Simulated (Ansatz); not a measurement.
# SnGe7: the cost of one run

Method: DFT LDA, scalar-relativistic, plane waves, PAW, in Ansatz 0.2.0.

### Step 1. Starting point

Symmetry: P-43m, No. 215, cubic system. Conventional cell: a = 5.750 Å, b = 5.750 Å, c = 5.750 Å, α = 90.00°, β = 90.00°, γ = 90.00°. Sn (site symmetry -43m) is surrounded by 4 Ge at 2.49 Å. Ge (site symmetry -42m) has 4 Ge at 2.49 Å as nearest neighbours. Ge (site symmetry 3m) has 1 Sn at 2.49 Å and 3 Ge at 2.49 Å as nearest neighbours.

As a file:

```cif
data_structure
_symmetry_space_group_name_H-M 'P 1'
_symmetry_Int_Tables_number 1
_cell_length_a 5.7500
_cell_length_b 5.7500
_cell_length_c 5.7500
_cell_angle_alpha 90.000
_cell_angle_beta 90.000
_cell_angle_gamma 90.000
_cell_volume 190.11
loop_
_atom_site_label
_atom_site_type_symbol
_atom_site_fract_x
_atom_site_fract_y
_atom_site_fract_z
_atom_site_occupancy
Sn1 Sn 0.00000 0.00000 0.00000 1
Ge1 Ge 0.00000 0.50000 0.50000 1
Ge2 Ge 0.25000 0.25000 0.25000 1
Ge3 Ge 0.25000 0.75000 0.75000 1
Ge4 Ge 0.50000 0.00000 0.50000 1
Ge5 Ge 0.50000 0.50000 0.00000 1
Ge6 Ge 0.75000 0.25000 0.75000 1
Ge7 Ge 0.75000 0.75000 0.25000 1
```

### Step 2. Relaxing cell and atoms: SnGe7, no spin

input.yaml reads:

```yaml
crystal:
  lattice:
    - [5.75, 0.0, 0.0]
    - [0.0, 5.75, 0.0]
    - [0.0, 0.0, 5.75]
  atoms:
    - { symbol: Sn, position: [0.0, 0.0, 0.0] }
    - { symbol: Ge, position: [0.0, 0.5, 0.5] }
    - { symbol: Ge, position: [0.25, 0.25, 0.25] }
    - { symbol: Ge, position: [0.25, 0.75, 0.75] }
    - { symbol: Ge, position: [0.5, 0.0, 0.5] }
    - { symbol: Ge, position: [0.5, 0.5, 0.0] }
    - { symbol: Ge, position: [0.75, 0.25, 0.75] }
    - { symbol: Ge, position: [0.75, 0.75, 0.25] }
scf:
  occupations: { method: gaussian, width: 0.03 }
output:
  forces: true
  stress: true
hamiltonian:
  xc: lda
kpoints:
  mp_grid: { grid: [7, 7, 7] }
relax:
  f_tol: 0.002
  cell: { stress_tol: 0.03 }
```

Started as:

```
ansatz run input.yaml --threads 4 --pin off --max-ram 8192MiB --backend cpu --events-out ev --progress --plain --runs-dir out
```

What time and memory should one allow on 4 threads of Intel Xeon 6975P-C (Granite Rapids), shared host?

About 14 s, with a peak of 0.72 GiB.
